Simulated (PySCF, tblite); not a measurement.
# C₆H₁₃GeN: geometry, infrared bands, NMR shifts and electronic excitations

What infrared bands, NMR shifts and electronic excitations should C₆H₁₃GeN (`C[NH][Ge@@H]1[CH2]C=C(C)[CH2]1`) show?

Programs: tblite 0.8.0 and PySCF 2.14.0, with density-fitted response routines of our own. Each step states its level of theory. These are calculated values for one molecule in the gas phase, unless marked as measured. Atoms are numbered from 0 throughout.

## (1) The starting structure

21 atoms, charge 0, multiplicity 1; geometry from: force field or distance geometry start.

Bonds of the start (Å): C0–N1 1.44, N1–Ge2 1.88, Ge2–C3 1.91, C3–C4 1.49, C4–C5 1.35, C5–C6 1.51, C5–C7 1.49, C7–Ge2 1.93, C0–H8 1.11, C0–H9 1.12, C0–H10 1.11, N1–H11 1.05, Ge2–H12 1.55, C3–H13 1.12, C3–H14 1.12, C4–H15 1.09, C6–H16 1.11, C6–H17 1.11, C6–H18 1.10, C7–H19 1.11, C7–H20 1.11.

## (2) Optimising the geometry with GFN2-xTB

The job: settings as JSON, then the geometry in Å.

```
{"job": {"kind": "relax", "xc": "GFN2-xTB", "basis": "xTB"}, "charge": 0, "multiplicity": 1}
C     -3.008500     1.049800    -0.597800
N     -2.349100     0.308400     0.449500
Ge    -0.980600    -0.740200    -0.301700
C      0.011800    -1.648800     1.048300
C      1.375200    -1.042500     1.014300
C      1.619900    -0.073700     0.102900
C      2.980000     0.570800     0.016000
C      0.523200     0.355000    -0.810900
H     -3.487600     0.351400    -1.317900
H     -3.819300     1.680300    -0.144900
H     -2.305300     1.715400    -1.132200
H     -1.881200     0.989600     1.094300
H     -1.503100    -1.666900    -1.424100
H      0.075500    -2.740600     0.822600
H     -0.451500    -1.483200     2.054800
H      2.145600    -1.379300     1.703600
H      3.746400    -0.198600    -0.209600
H      3.226900     1.046400     0.987500
H      2.996900     1.342600    -0.772700
H      0.797100     0.149600    -1.865000
H      0.278800     1.431700    -0.665800
```

Run with:

```console
> OMP_NUM_THREADS=1 python probes_run.py task.json out
```

The driver reads the jobs from task.json and runs them one after another.

The program printed:

```text
step      E/eV     max force
  0    -660.33810    1.901
  1    -660.49973    1.294
  2    -660.54924    0.618
  3    -660.58214    0.437
  4    -660.63391    0.378
  5    -660.65549    0.373
  6    -660.68433    0.313
  7    -660.69678    0.234
  8    -660.70746    0.224
  9    -660.71443    0.188
 10    -660.72008    0.163
 11    -660.72470    0.169
 12    -660.73010    0.178
 13    -660.73601    0.181
 14    -660.74079    0.121
 15    -660.74359    0.129
 16    -660.74542    0.122
 17    -660.74712    0.102
 18    -660.74889    0.112
 19    -660.75056    0.104
 20    -660.75211    0.094
 21    -660.75390    0.117
 22    -660.75625    0.162
 23    -660.75890    0.171
 24    -660.76121    0.119
 25    -660.76302    0.110
 26    -660.76465    0.121
 27    -660.76668    0.182
 28    -660.76930    0.195
 29    -660.77199    0.138
 30    -660.77424    0.114
 31    -660.77614    0.115
 32    -660.77789    0.147
 33    -660.77942    0.130
 34    -660.78047    0.068
 35    -660.78116    0.067
 36    -660.78189    0.091
 37    -660.78303    0.102
 38    -660.78460    0.113
 39    -660.78635    0.098
 40    -660.78792    0.109
 41    -660.78922    0.111
 42    -660.79067    0.112
 43    -660.79230    0.097
 44    -660.79357    0.086
 45    -660.79454    0.063
 46    -660.79549    0.086
 47    -660.79644    0.086
 48    -660.79737    0.076
 49    -660.79807    0.067
 50    -660.79866    0.056
 51    -660.79916    0.054
 52    -660.79971    0.054
 53    -660.80033    0.066
 54    -660.80100    0.074
 55    -660.80153    0.059
 56    -660.80193    0.041
 57    -660.80219    0.036
 58    -660.80241    0.029
 59    -660.80258    0.025
 60    -660.80271    0.025
 61    -660.80287    0.030
 62    -660.80307    0.031
 63    -660.80330    0.031
 64    -660.80351    0.030
 65    -660.80368    0.026
 66    -660.80386    0.030
 67    -660.80410    0.037
 68    -660.80437    0.043
 69    -660.80464    0.041
 70    -660.80487    0.032
 71    -660.80508    0.036
 72    -660.80530    0.033
 73    -660.80552    0.034
 74    -660.80574    0.038
 75    -660.80600    0.042
 76    -660.80640    0.054
 77    -660.80699    0.063
 78    -660.80780    0.063
 79    -660.80875    0.076
 80    -660.80961    0.077
 81    -660.80999    0.118
 82    -660.81129    0.092
 83    -660.81219    0.113
 84    -660.81379    0.070
 85    -660.81590    0.150
 86    -660.81726    0.200
 87    -660.81954    0.165
 88    -660.82204    0.175
 89    -660.82435    0.119
 90    -660.82705    0.081
 91    -660.82983    0.134
 92    -660.83129    0.077
 93    -660.83274    0.081
 94    -660.83408    0.073
 95    -660.83498    0.064
 96    -660.83615    0.063
 97    -660.83721    0.092
 98    -660.83817    0.095
 99    -660.83873    0.110
100    -660.83938    0.063
101    -660.83998    0.037
102    -660.84079    0.050
103    -660.84177    0.073
104    -660.84254    0.075
105    -660.84322    0.049
106    -660.84369    0.061
107    -660.84420    0.052
108    -660.84465    0.035
109    -660.84494    0.028
110    -660.84505    0.024
111    -660.84520    0.025
112    -660.84534    0.026
113    -660.84544    0.024
114    -660.84551    0.026
115    -660.84557    0.018
116    -660.84565    0.020
117    -660.84576    0.025
118    -660.84588    0.023
119    -660.84602    0.025
120    -660.84618    0.025
121    -660.84633    0.026
122    -660.84646    0.023
123    -660.84655    0.021
124    -660.84662    0.017
125    -660.84668    0.013
126    -660.84672    0.012
127    -660.84675    0.012
128    -660.84678    0.012
129    -660.84681    0.010
130    -660.84683    0.012
131    -660.84686    0.010
132    -660.84688    0.009
```

Wall time 0.87 s (1 thread of Arm Neoverse V2, shared host); peak memory 0.18 GiB.

Step by step: (not every step is listed)

```tsv
step	energy from step 0 (eV)	largest force (eV/Å)
0	0.0000	1.9006
1	-0.1616	1.2941
2	-0.2111	0.6179
3	-0.2440	0.4368
4	-0.2958	0.3782
5	-0.3174	0.3732
6	-0.3462	0.3131
7	-0.3587	0.2336
8	-0.3694	0.2239
19	-0.4125	0.1035
30	-0.4361	0.1138
41	-0.4511	0.1106
52	-0.4616	0.0537
63	-0.4652	0.0313
74	-0.4676	0.0381
85	-0.4778	0.1497
96	-0.4980	0.0625
107	-0.5061	0.0519
118	-0.5078	0.0234
127	-0.5086	0.0123
128	-0.5087	0.0116
129	-0.5087	0.0102
130	-0.5087	0.0116
131	-0.5088	0.0104
132	-0.5088	0.0091
```

Distances of close pairs at the start and the end, largest changes first:

```tsv
bond	before (Å)	after (Å)	change (Å)
Ge2–C3	1.906	1.985	+0.079
Ge2–C7	1.929	2.006	+0.078
N1–Ge2	1.881	1.827	-0.053
N1–H11	1.048	1.012	-0.037
C0–H9	1.123	1.092	-0.031
Ge2–H12	1.546	1.516	-0.030
C3–H14	1.120	1.091	-0.030
C3–H13	1.117	1.091	-0.026
```

The next job starts from the end point, and lists it.

## (3) Infrared spectrum with GFN2-xTB

The job: settings as JSON, then the geometry in Å.

```
{"job": {"kind": "ir", "xc": "GFN2-xTB", "basis": "xTB"}, "charge": 0, "multiplicity": 1}
C     -3.197746     1.107541    -0.566576
N     -2.286765     0.366822     0.286641
Ge    -0.948973    -0.688934    -0.373051
C      0.001108    -1.583141     1.122646
C      1.347911    -0.926527     1.108145
C      1.710066    -0.113267     0.123927
C      3.042850     0.566284     0.063239
C      0.756333     0.157154    -1.006843
H     -3.466341     0.474995    -1.411354
H     -4.106422     1.349715    -0.011736
H     -2.772489     2.038869    -0.956991
H     -2.021392     0.921953     1.089575
H     -1.661767    -1.552009    -1.395555
H      0.106657    -2.657041     0.961170
H     -0.485382    -1.456667     2.090461
H      2.019547    -1.141396     1.928989
H      3.565010     0.293664    -0.853919
H      3.661348     0.288360     0.913506
H      2.918135     1.649333     0.061204
H      1.123039    -0.307544    -1.922427
H      0.686355     1.228779    -1.199700
```

The program printed:

```text
mode    cm-1     km/mol
  1      34.3      0.37
  2      65.0      1.35
  3     108.9      0.18
  4     131.6      0.05
  5     141.7      3.43
  6     194.0      6.21
  7     233.8      2.97
  8     253.8      4.97
  9     300.6      4.97
 10     339.6     16.36
 11     406.9      2.68
 12     490.3    154.88
 13     517.3     12.70
 14     546.2     64.64
 15     590.1      5.46
 16     632.5     30.38
 17     675.7     81.69
 18     686.4     48.08
 19     726.0    118.73
 20     739.3     15.16
 21     818.6      5.99
 22     869.1     12.15
 23     983.5      0.08
 24    1006.0     16.16
 25    1048.5     37.74
 26    1060.9     21.78
 27    1082.0      3.92
 28    1097.3     48.70
 29    1109.2      2.41
 30    1115.4     27.50
 31    1130.5      1.55
 32    1177.1     24.50
 33    1226.0     17.45
 34    1302.0     10.22
 35    1326.5     34.01
 36    1404.6      2.88
 37    1418.0      3.91
 38    1441.8      3.44
 39    1449.1      3.74
 40    1482.4      3.90
 41    1487.8      5.07
 42    1488.3      3.48
 43    1501.3      2.98
 44    1726.7     11.88
 45    1890.4    477.49
 46    2898.6     68.04
 47    2944.0     46.43
 48    2948.8     33.77
 49    2967.4     64.22
 50    2969.7     12.95
 51    2972.3     63.67
 52    2991.3     37.40
 53    3007.3     35.82
 54    3007.5     37.76
 55    3034.7     20.30
 56    3048.6    101.21
 57    3393.5     10.02
```

Wall time 0.74 s (1 thread of Arm Neoverse V2, shared host); peak memory 0.18 GiB.

Which atoms move in the most intense modes:

```tsv
cm⁻¹	km/mol	atoms
490	154.9	N1 39 %, H11 33 %
546	64.6	H12 64 %
676	81.7	C3 24 %, C7 15 %, C6 15 %, H20 10 %
726	118.7	H12 32 %, C3 15 %, H13 14 %, H14 14 %
1890	477.5	H12 99 %
2899	68.0	H10 90 %
2967	64.2	H9 83 %
3049	101.2	H15 89 %
```

## (4) Optimising the geometry at PBE0-D3(BJ)/def2-SVP

The job: settings as JSON, then the geometry in Å.

```
{"job": {"xc": "PBE0", "basis": "def2-SVP", "d3": "d3bj", "grid": 1, "shake": 0.01, "kind": "geom"}, "charge": 0, "multiplicity": 1}
C     -3.177340     1.081980    -0.562400
N     -2.292440     0.362300     0.284490
Ge    -0.969170    -0.691250    -0.381700
C      0.034340    -1.580880     1.119120
C      1.345100    -0.933210     1.097590
C      1.706160    -0.108450     0.121540
C      3.052430     0.564290     0.063480
C      0.771790     0.162610    -1.011900
H     -3.468170     0.480400    -1.392000
H     -4.109120     1.347280    -0.001710
H     -2.781350     2.035950    -0.948170
H     -2.015590     0.922870     1.096280
H     -1.690050    -1.541800    -1.405150
H      0.089970    -2.654280     0.968180
H     -0.489830    -1.467430     2.090720
H      2.019020    -1.127340     1.936460
H      3.566950     0.304780    -0.855970
H      3.652090     0.294200     0.919330
H      2.915990     1.641500     0.063500
H      1.098100    -0.300640    -1.917510
H      0.669970     1.229390    -1.209340
```

The program printed:

```text
step   0  E = -2367.13982563  max force = 0.032817
step   1  E = -2367.14763475  max force = 0.006036
step   2  E = -2367.14788467  max force = 0.001682
step   3  E = -2367.14791645  max force = 0.000516
step   4  E = -2367.14792749  max force = 0.000529
step   5  E = -2367.14793462  max force = 0.000819
step   6  E = -2367.14794009  max force = 0.000515
step   7  E = -2367.14794492  max force = 0.000293
optimisation converged
```

Run time: 2.5 min. Hardware: 1 thread of Arm Neoverse V2, shared host; peak memory 0.97 GiB.

The steps of the relaxation:

```tsv
step	energy from step 0 (eV)	largest force component (eV/Å)
0	0.0000	1.6875
1	-0.2125	0.3104
2	-0.2193	0.0865
3	-0.2202	0.0265
4	-0.2205	0.0272
5	-0.2207	0.0421
6	-0.2208	0.0265
7	-0.2209	0.0151
```

Close pairs (by a distance rule), those that changed most:

```tsv
bond	before (Å)	after (Å)	change (Å)
Ge2–C7	2.039	1.975	-0.064
Ge2–C3	2.013	1.962	-0.051
C3–C4	1.462	1.502	+0.039
C0–H8	1.065	1.103	+0.038
C7–H19	1.068	1.105	+0.036
Ge2–H12	1.513	1.542	+0.028
C0–N1	1.421	1.443	+0.022
C6–H17	1.079	1.100	+0.020
```

The final coordinates are the input of the step that follows.

```tsv
at the end point	value
point group (found at 0.08 Å tolerance)	C1
rotational constants (GHz, main isotopes)	2.872, 0.916, 0.807
dipole moment (D)	0.96
```

## (5) Nuclear shieldings: PBE0/pcSseg-1

The job: settings as JSON, then the geometry in Å.

```
{"job": {"kind": "nmr", "xc": "PBE0", "basis": "pcSseg-1"}, "charge": 0, "multiplicity": 1}
C     -3.234969     1.101454    -0.377814
N     -2.393131     0.338588     0.511406
Ge    -1.042217    -0.728565    -0.123508
C     -0.138136    -1.610436     1.378145
C      1.214550    -0.958283     1.374980
C      1.581953    -0.108222     0.396298
C      2.921834     0.556588     0.348787
C      0.604444     0.186453    -0.716674
H     -3.544449     0.472210    -1.229048
H     -4.162857     1.417810     0.129320
H     -2.767927     2.012775    -0.805831
H     -2.155212     0.844962     1.358870
H     -1.693006    -1.626014    -1.194889
H     -0.070030    -2.702508     1.231819
H     -0.681324    -1.461864     2.326682
H      1.919559    -1.186167     2.183934
H      3.456842     0.295737    -0.580490
H      3.554509     0.271879     1.202160
H      2.815913     1.655029     0.347437
H      0.973530    -0.200948    -1.683078
H      0.461660     1.272514    -0.852980
```

Level: GIAO PBE0/pcSseg-1 NMR shielding, non-relativistic, gas phase.

The program printed:

```text
coarse grid: 75752 points
cycle   1  E = -2367.2347845851  dE =  9.617e-02  |g| = 9.790e-01  |ddm| = 4.183e+00
cycle   2  E = -2367.1821043558  dE =  5.268e-02  |g| = 1.069e+00  |ddm| = 1.279e+00
cycle   3  E = -2367.3394034953  dE = -1.573e-01  |g| = 1.187e-01  |ddm| = 8.172e-01
cycle   4  E = -2367.3416511844  dE = -2.248e-03  |g| = 5.676e-02  |ddm| = 1.318e-01
cycle   5  E = -2367.3422916806  dE = -6.405e-04  |g| = 9.624e-03  |ddm| = 5.342e-02
cycle   6  E = -2367.3423130012  dE = -2.132e-05  |g| = 3.002e-03  |ddm| = 1.292e-02
cycle   7  E = -2367.3423148529  dE = -1.852e-06  |g| = 1.189e-03  |ddm| = 3.336e-03
final grid: 161120 points
cycle   8  E = -2367.3423621630  dE =  7.233e-07  |g| = 2.143e-03  |ddm| = 3.837e-03
cycle   9  E = -2367.3423591573  dE =  3.006e-06  |g| = 4.027e-03  |ddm| = 5.461e-03
cycle  10  E = -2367.3423633418  dE = -4.185e-06  |g| = 1.484e-04  |ddm| = 3.579e-03
cycle  11  E = -2367.3423633471  dE = -5.221e-09  |g| = 2.930e-05  |ddm| = 1.771e-04
cycle  12  E = -2367.3423633472  dE = -1.164e-10  |g| = 4.907e-06  |ddm| = 2.111e-05
converged SCF energy = -2367.3423633472

GIAO shielding tensors (ppm)
atom      isotropic    diamagn.    paramagn.     s11        s22        s33       span
  0 C      150.372     240.001     -89.629    126.898    138.077    186.142     59.244
  1 N      245.159     327.846     -82.688    208.820    248.813    277.842     69.022
  2 Ge    1287.005    2756.619   -1469.614   1174.520   1312.835   1373.661    199.141
  3 C      164.112     254.912     -90.800    151.290    156.593    184.452     33.162
  4 C       50.398     255.110    -204.712    -48.323     73.236    126.281    174.604
  5 C       35.501     261.635    -226.134    -76.076     45.694    136.886    212.962
  6 C      158.999     243.902     -84.903    144.379    145.975    186.642     42.262
  7 C      161.109     254.413     -93.304    147.194    156.239    179.894     32.700
  8 H       28.821      27.739       1.083     24.574     26.491     35.399     10.825
  9 H       28.386      25.464       2.922     22.955     25.740     36.464     13.509
 10 H       28.497      28.716      -0.218     22.601     26.794     36.098     13.497
 11 H       31.980      36.019      -4.039     21.890     31.919     42.131     20.240
 12 H       26.252      29.982      -3.730     19.939     21.452     37.364     17.425
 13 H       29.481      30.470      -0.989     24.430     26.704     37.309     12.879
 14 H       29.897      31.490      -1.593     25.062     27.931     36.699     11.637
 15 H       25.480      32.442      -6.961     22.467     26.175     27.799      5.331
 16 H       29.496      27.596       1.901     25.538     27.578     35.373      9.835
 17 H       29.266      28.136       1.130     24.772     28.055     34.972     10.200
 18 H       29.536      28.517       1.019     25.548     27.939     35.121      9.573
 19 H       30.016      32.543      -2.527     25.102     28.096     36.848     11.746
 20 H       30.012      33.773      -3.761     24.886     29.536     35.615     10.729
```

Wall time 38 s (1 thread of Arm Neoverse V2, shared host); peak memory 1.1 GiB.

Shifts follow as δ = σ(reference) − σ, with reference shieldings (ppm) from runs at the same level and on the same kind of geometry: 1H TMS 31.27, 13C TMS 184.4, 15N NH3 265.7, 73Ge GeMe4 1330. The references are single molecules in the gas phase, so shifts against H2O, NH3, PH3, H3PO4 or CFCl3 are not on the usual liquid scales and can be off by tens of ppm. Atoms listed in one row are averaged.

```tsv
atoms	environment	σ (ppm)	δ (ppm)
C5	fully substituted alkene carbon	35.5	148.9
C4	alkene CH	50.4	134.0
C0	methyl carbon bonded to N	150.4	34.0
C6	allylic methyl carbon	159.0	25.4
C7	allylic sp3 CH2 bonded to Ge	161.1	23.3
C3	allylic sp3 CH2 bonded to Ge	164.1	20.3
H15	hydrogen on an alkene CH	25.48	5.79
H12	hydrogen on a germanium bonded to 2 C, N, in a 5-membered ring	26.25	5.02
H8, H9, H10	hydrogen on a methyl carbon bonded to N	28.57	2.70
H16, H17, H18	hydrogen on an allylic methyl carbon	29.43	1.83
H13	hydrogen on an allylic sp3 CH2 bonded to Ge	29.48	1.79
H14	hydrogen on an allylic sp3 CH2 bonded to Ge	29.90	1.37
H20	hydrogen on an allylic sp3 CH2 bonded to Ge	30.01	1.25
H19	hydrogen on an allylic sp3 CH2 bonded to Ge	30.02	1.25
H11	hydrogen on a nitrogen bonded to C, Ge	31.98	-0.71
N1	nitrogen bonded to C, Ge, H	245.2	20.5
Ge2	germanium bonded to 2 C, N, H, in a 5-membered ring	1287	43
```

Charges from the same density, by scheme (e):

```tsv
atoms	Mulliken	IAO	Hirshfeld	ESP fit
C0	-0.10	-0.29	-0.08	0.01
N1	-0.74	-0.63	-0.26	-0.71
Ge2	0.84	0.89	0.41	0.45
C3	-0.44	-0.52	-0.16	-0.37
C4	-0.08	-0.18	-0.07	-0.22
C5	-0.37	0.01	0.00	0.27
C6	-0.15	-0.41	-0.12	-0.75
C7	-0.44	-0.54	-0.17	-0.28
```

Mayer bond orders: C0–N1 0.98, N1–Ge2 0.92, Ge2–C3 0.96, C3–C4 1.01, C4–C5 1.84, C5–C6 1.08, C5–C7 1.01, C7–Ge2 0.88.

Ring of atoms Ge2, C3, C4, C5, C7: NICS(0) -2.8, NICS(1) -3.4, NICS(1)zz -1.7 ppm (means of both faces).

## (6) TDDFT and polarisability: B3LYP/def2-SVPD

Settings changed since step 5:

```diff
@@ -1,2 +1,2 @@
-{"job": {"kind": "nmr", "xc": "PBE0", "basis": "pcSseg-1"}, "charge": 0, "multiplicity": 1}
+{"job": {"kind": "uv", "xc": "B3LYP", "basis": "def2-SVPD", "ip": true}, "charge": 0, "multiplicity": 1}
 C     -3.234969     1.101454    -0.377814
```

Method: TDDFT B3LYP/def2-SVPD, vertical, gas phase, core orbitals frozen in the response.

The program printed:

```text
coarse grid: 75752 points
cycle   1  E = -2367.6999141428  dE =  7.129e-02  |g| = 7.170e-01  |ddm| = 9.563e+00
cycle   2  E = -2367.6101685870  dE =  8.975e-02  |g| = 9.676e-01  |ddm| = 3.136e+00
cycle   3  E = -2367.8046423506  dE = -1.945e-01  |g| = 1.013e-01  |ddm| = 1.884e+00
cycle   4  E = -2367.8066054696  dE = -1.963e-03  |g| = 4.267e-02  |ddm| = 2.352e-01
cycle   5  E = -2367.8069788947  dE = -3.734e-04  |g| = 1.064e-02  |ddm| = 9.537e-02
cycle   6  E = -2367.8070067420  dE = -2.785e-05  |g| = 3.626e-03  |ddm| = 3.705e-02
cycle   7  E = -2367.8070097865  dE = -3.045e-06  |g| = 8.965e-04  |ddm| = 7.647e-03
final grid: 161120 points
cycle   8  E = -2367.8070343347  dE =  3.267e-07  |g| = 1.751e-03  |ddm| = 2.238e-02
cycle   9  E = -2367.8070317760  dE =  2.559e-06  |g| = 3.561e-03  |ddm| = 9.167e-03
cycle  10  E = -2367.8070351457  dE = -3.370e-06  |g| = 1.269e-04  |ddm| = 6.135e-03
cycle  11  E = -2367.8070351499  dE = -4.195e-09  |g| = 2.623e-05  |ddm| = 3.067e-04
cycle  12  E = -2367.8070351500  dE = -1.146e-10  |g| = 7.648e-06  |ddm| = 5.645e-05
converged SCF energy = -2367.8070351500

Static polarisability (au): isotropic 110.061, principal 89.449 112.723 128.012

Singlet excitations
state   eV       nm        f      main configurations
  1   5.4679    226.7   0.01412   H->L 0.82, H->L+2 0.12
  2   5.6626    219.0   0.00225   H->L+1 0.94
  3   5.8933    210.4   0.00310   H->L+2 0.83, H->L 0.10
  4   5.9441    208.6   0.00090   H-1->L 0.75, H-1->L+1 0.17
  5   6.1263    202.4   0.02064   H->L+3 0.79, H->L+4 0.10
  6   6.3367    195.7   0.01288   H->L+4 0.81, H->L+3 0.09
  7   6.3957    193.9   0.00420   H-1->L+2 0.81, H-1->L 0.11
  8   6.5576    189.1   0.01416   H-1->L+3 0.91
  9   6.6269    187.1   0.01698   H->L+5 0.76, H->L+7 0.13
 10   6.7061    184.9   0.21160   H-1->L+1 0.62, H-1->L 0.08

Triplet excitations (Tamm-Dancoff, eV): 4.2569 5.2681 5.6170 5.8150
Vertical ionisation energy (delta-SCF) = 8.0953 eV
```

Run time: 3.6 min. Hardware: 1 thread of Arm Neoverse V2, shared host; peak memory 1.2 GiB.

Frontier orbitals and where they lie:

```tsv
orbital	eV	atoms
HOMO−3	-8.47	Ge2 26 %, H12 20 %, C7 14 %
HOMO−2	-7.85	C3 28 %, Ge2 21 %, C7 14 %
HOMO−1	-6.53	C4 33 %, C5 31 %, C3 8 %
HOMO	-6.12	N1 55 %, C0 11 %, C7 8 %
LUMO	0.26	Ge2 14 %, C0 9 %, C5 9 %
LUMO+1	0.33	C4 26 %, C5 25 %, H19 7 %
LUMO+2	0.63	C0 17 %, Ge2 14 %, C3 7 %
```

With each of the 10 states as a Gaussian band of 0.4 eV half-width at 1/e, the curve within the window shown has maxima at 186 nm (ε 10,000) L/(mol cm). Beyond the last state computed it falls off for lack of states. The curve at chosen wavelengths:

nm, ε (L/mol/cm) and a bar:
```
      177       5380 ################
      180       7818 #######################
      183       9616 ############################
      186      10209 ##############################
      189       9549 ############################
      192       8046 ########################
      195       6264 ##################
      199       4169 ############
      202       3021 #########
      205       2219 ######
      208       1684 #####
      211       1336 ####
      214       1118 ###
      217        984 ###
      220        899 ##
      223        836 ##
      226        773 ##
      229        699 ##
      232        612 ##
      236        481 #
      239        383 #
      242        293 #
      245        216 
      248        153 
      251        104 
      254         69
```

Ground-state properties from the same run:

```tsv
property	computed
dipole moment (D)	0.93
polarisability (Å³)	16.31
HOMO–LUMO gap (eV)	6.38
−ε(HOMO) (eV)	6.12
```

(Part 1 of 2 ends here.)
